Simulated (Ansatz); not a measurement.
# As2 (SMILES [As]#[As]) at 5 levels

We compute a comparison of 5 runs (UHF/STO-3G, UB3LYP/STO-3G, UPBE/STO-3G, revPBE/STO-3G, UCCSD(T)/STO-3G) of As2. 

The calculation is run with Ansatz 0.2.0.

42 further runs of the same task are left out: 20 that didn't finish, 22 set aside as unsound or not needed.

## (1) The molecule

As2: 2 atoms, total charge 0, spin state singlet. SMILES: `[As]#[As]`. The As2–As1 distance was set to 2.611 Å, away from the relaxed value.

Bond lengths: As1–As2 2.611 Å.

## (2) The energy at UHF/STO-3G (run 1)

Contents of in.yaml:

```yaml
crystal:
  periodic: [false, false, false]
  atoms:
    - {symbol: As, position_ang: [0.000000, -0.000000, -0.519810]}
    - {symbol: As, position_ang: [-0.000000, 0.000000, 2.091490]}
basis:
  gaussian: {orbitals: STO-3G}
magnetization: {spin_polarized: true}
hamiltonian: {xc: hf}
accuracy: high
```

Started as:

```sh
$ ansatz run in.yaml --threads 1 --pin off --max-ram 3480MiB --events-out events.jsonl --progress --plain --runs-dir runs
```

What it wrote:

```text
Warning: RAYON_NUM_THREADS=1 ignored (pool sized by the plan → 1); use --threads N
Functional definition: HF
  name "HF"
  exchange = exact_x
  correlation = 0
427 factors; integrals over basis functions are off by at most 6.2e-9 eV
mean field evaluation 1: about -120230.3394 eV, gradient 1.3e0 eV
mean field evaluation 2: about -120230.3576 eV, gradient 1.2e0 eV
mean field evaluation 4: about -120230.3758 eV, gradient 6.6e-4 eV
mean field evaluation 8: about -120230.3758 eV, gradient 7.8e-9 eV
mean field evaluation 16: about -120233.3811 eV, gradient 5.5e0 eV
mean field evaluation 32: about -120233.4625 eV, gradient 3.4e-5 eV
mean field evaluation 64: about -120226.4225 eV, gradient 1.2e1 eV
mean field -120235.28482630 eV, -4418.5652189633 hartree, gradient 9.1e-9 eV, S^2 2.099063; 5 other end points of the search recorded, 0 dependent functions left out
reference -120235.28482630 eV, -4418.5652189633 hartree; 33, 33 occupied and 3, 3 virtual orbitals, 427 factors
Total energy: -120235.28482630 eV, -4418.5652189633 hartree
```

Run time: 1.2 s. Hardware: 1 thread of Arm Neoverse V1, shared host; peak memory 0.09 GiB.

## (3) The energy at UB3LYP/STO-3G (run 2)

Contents of run.yaml:

```yaml
crystal:
  periodic: [false, false, false]
  atoms:
    - {symbol: As, position_ang: [0.000000, -0.000000, -0.519810]}
    - {symbol: As, position_ang: [-0.000000, 0.000000, 2.091490]}
basis:
  gaussian: {orbitals: STO-3G}
total_charge: 0
magnetization: {spin_polarized: true}
hamiltonian: {xc: {name: B3LYP}}
accuracy: high
```

Started as:

```sh
$ ansatz run run.yaml --threads 1 --pin off --max-ram 3480MiB --events-out events.jsonl --progress --plain --runs-dir runs
```

What it wrote:

```text
Warning: RAYON_NUM_THREADS=1 ignored (pool sized by the plan → 1); use --threads N
Functional definition: B3LYP
  name "B3LYP"
  parameter a0 = 0.2
  parameter ax = 0.72
  parameter ac = 0.81
  exchange = (1 - a0 - ax)*slater_x + ax*b88_x + a0*exact_x
  correlation = (1 - ac)*vwn_rpa_c + ac*lyp_c
427 factors; integrals over basis functions are off by at most 6.2e-9 eV
mean field evaluation 1: about -120302.3276 eV, gradient 7.9e-1 eV
mean field evaluation 2: about -120302.3350 eV, gradient 1.2e-1 eV
mean field evaluation 4: about -120302.3143 eV, gradient 2.9e-3 eV
mean field evaluation 8: about -120302.3143 eV, gradient 1.3e-5 eV
mean field evaluation 16: about -120302.3601 eV, gradient 2.7e-1 eV
mean field evaluation 32: about -120302.6285 eV, gradient 2.8e0 eV
mean field -120303.03175591 eV, -4421.0548727062 hartree, gradient 6.1e-8 eV, S^2 1.442068; 5 other end points of the search recorded, 0 dependent functions left out
reference -120303.03178352 eV, -4421.0548737205 hartree; 33, 33 occupied and 3, 3 virtual orbitals, 427 factors
Total energy: -120303.03178352 eV, -4421.0548737205 hartree
```

Wall time 7.8 s (1 thread of Arm Neoverse V1, shared host); peak memory 0.16 GiB.

Runs 3 to 4 aren't shown in full; the table further down has their settings and results.

## (4) The energy at UCCSD(T)/STO-3G (run 5)

Contents of run.yaml:

```yaml
crystal:
  periodic: [false, false, false]
  atoms:
    - {symbol: As, position_ang: [0.000000, -0.000000, -0.519810]}
    - {symbol: As, position_ang: [-0.000000, 0.000000, 2.091490]}
basis:
  gaussian: {orbitals: STO-3G}
correlation: {method: ccsd_t, frozen_orbitals: {As: 9}}
scf: {omitted_lower_state_checks: [cluster_reference, increment]}
magnetization: {spin_polarized: true, initial_magnetization: 0}
accuracy: high
```

Started as:

```sh
$ ansatz run run.yaml --threads 1 --pin off --max-ram 3480MiB --events-out events.jsonl --progress --plain --runs-dir runs
```

What it wrote:

```text
Warning: RAYON_NUM_THREADS=1 ignored (pool sized by the plan → 1); use --threads N
[... 4 set-up lines as earlier in the session ...]
these checks for a lower state are left out or cut short: cluster_reference, increment
427 factors; integrals over basis functions are off by at most 6.2e-9 eV
mean field evaluation 1: about -120230.3394 eV, gradient 1.3e0 eV
mean field evaluation 2: about -120230.3576 eV, gradient 1.2e0 eV
mean field evaluation 4: about -120230.3758 eV, gradient 6.6e-4 eV
mean field evaluation 8: about -120230.3758 eV, gradient 7.8e-9 eV
mean field evaluation 16: about -120233.3811 eV, gradient 5.5e0 eV
mean field evaluation 32: about -120233.4625 eV, gradient 3.4e-5 eV
mean field evaluation 64: about -120232.8286 eV, gradient 2.6e-6 eV
mean field evaluation 96: about -120232.8286 eV, gradient 5.7e-9 eV
mean field evaluation 128: about -120229.9713 eV, gradient 2.1e0 eV
mean field evaluation 160: about -120229.6437 eV, gradient 1.3e-5 eV
mean field -120235.28482630 eV, -4418.5652189633 hartree, gradient 9.1e-9 eV, S^2 2.099063; 14 other end points of the search recorded, 0 dependent functions left out
18 core orbitals not correlated: weight in the atoms' cores, before any rotation towards them, 1.000 or more for the frozen orbitals, at most 0.000 for the correlated occupied ones
reference -120235.28482630 eV, -4418.5652189633 hartree; 15, 15 occupied and 3, 3 virtual orbitals, 427 factors
second order -0.36039405 eV of doubles, -0.00000000 eV of singles
cycle   1  -0.48183057 eV  change   -1.2e-1 eV  update   5.7e-2
cycle   2  -0.65122500 eV  change   -1.7e-1 eV  update   4.1e-2
cycle   3  -0.71346700 eV  change   -6.2e-2 eV  update   2.3e-2
cycle   4  -0.73634989 eV  change   -2.3e-2 eV  update   1.7e-2
cycle   5  -0.77140602 eV  change   -3.5e-2 eV  update   1.5e-2
cycle   6  -0.80697321 eV  change   -3.6e-2 eV  update   1.3e-2
cycle   7  -0.85759862 eV  change   -5.1e-2 eV  update   1.1e-2
cycle   8  -0.92413480 eV  change   -6.7e-2 eV  update   8.5e-3
cycle   9  -0.94426572 eV  change   -2.0e-2 eV  update   4.6e-3
cycle  10  -0.95059307 eV  change   -6.3e-3 eV  update   2.9e-3
cycle  11  -0.95578547 eV  change   -5.2e-3 eV  update   1.9e-3
cycle  12  -0.96157432 eV  change   -5.8e-3 eV  update   1.0e-3
cycle  13  -0.96198704 eV  change   -4.1e-4 eV  update   4.6e-4
cycle  14  -0.96209833 eV  change   -1.1e-4 eV  update   2.7e-4
cycle  15  -0.96209911 eV  change   -7.7e-7 eV  update   9.3e-5
cycle  16  -0.96214222 eV  change   -4.3e-5 eV  update   4.4e-5
cycle  17  -0.96222202 eV  change   -8.0e-5 eV  update   2.3e-5
cycle  18  -0.96223217 eV  change   -1.0e-5 eV  update   9.3e-6
cycle  19  -0.96222271 eV  change    9.5e-6 eV  update   6.2e-6
cycle  20  -0.96219887 eV  change    2.4e-5 eV  update   4.9e-6
cycle  21  -0.96217740 eV  change    2.1e-5 eV  update   3.0e-6
cycle  22  -0.96216892 eV  change    8.5e-6 eV  update   1.5e-6
cycle  23  -0.96216482 eV  change    4.1e-6 eV  update   9.0e-7
cycle  24  -0.96216046 eV  change    4.4e-6 eV  update   5.3e-7
cycle  25  -0.96215979 eV  change    6.7e-7 eV  update   2.8e-7
cycle  26  -0.96215975 eV  change    4.4e-8 eV  update   1.6e-7
cycle  27  -0.96215938 eV  change    3.7e-7 eV  update   8.0e-8
cycle  28  -0.96215944 eV  change   -5.8e-8 eV  update   4.6e-8
cycle  29  -0.96215902 eV  change    4.2e-7 eV  update   5.8e-7
cycle  30  -0.96215189 eV  change    7.1e-6 eV  update   5.5e-7
cycle  31  -0.96215129 eV  change    6.0e-7 eV  update   1.1e-7
cycle  32  -0.96215112 eV  change    1.7e-7 eV  update   5.5e-8
cycle  33  -0.96215114 eV  change   -2.4e-8 eV  update   2.8e-8
cycle  34  -0.96215116 eV  change   -1.2e-8 eV  update   1.7e-8
cycle  35  -0.96215116 eV  change   -5.7e-9 eV  update   1.3e-8
cycle  36  -0.96215116 eV  change    1.5e-9 eV  update   9.0e-9
cycle  37  -0.96215117 eV  change   -4.8e-9 eV  update   6.3e-9
cycle  38  -0.96215117 eV  change   -1.5e-9 eV  update   2.8e-9
perturbative correction -0.02204460 eV, -0.0008101242 hartree
Total energy: -120236.26902207 eV, -4418.6013874908 hartree
Checks for a lower state left out: cluster_reference, increment
```

Wall time 3.3 s (1 thread of Arm Neoverse V1, shared host); peak memory 0.1 GiB.

## (5) The series

| run | level | frozen core orbitals | energy (Eh) | ⟨S²⟩ | wall time |
| --- | --- | --- | --- | --- | --- |
| 1 | UHF/STO-3G | – | -4418.565219 | 2.099 | 1.2 s |
| 2 | UB3LYP/STO-3G | – | -4421.054874 | 1.442 | 7.8 s |
| 3 | UPBE/STO-3G | – | -4420.272553 | 1.044 | 5.7 s |
| 4 | revPBE/STO-3G | – | -4420.664415 | – | 1.2 s |
| 5 | UCCSD(T)/STO-3G | 18 | -4418.601387 | 2.099 | 3.3 s |

## (6) Results

| quantity | value |
| --- | --- |
| run 5: total energy | -4418.60139 Eh |
| run 5: correlation energy (18 core orbitals frozen) | -36.2 mEh |
| run 5: (T) correction | -0.81 mEh |
| run 5: ⟨S²⟩ of the reference determinant | 2.099 |
| run 5: T1 diagnostic | 0.042 |

**Reading.** Totals of different functionals can't be ranked against each other. In runs 1, 2, 3, 4, 5 the basis is minimal, so the values are rough. Spin contamination of the reference: run 1 ⟨S²⟩ = 2.10, run 5 ⟨S²⟩ = 2.10, run 2 ⟨S²⟩ = 1.44, run 3 ⟨S²⟩ = 1.04. Where it is this large, the reference is a mixture of spin states, and values that rest on it are in doubt. All runs together took 19 s, the longest 7.8 s.
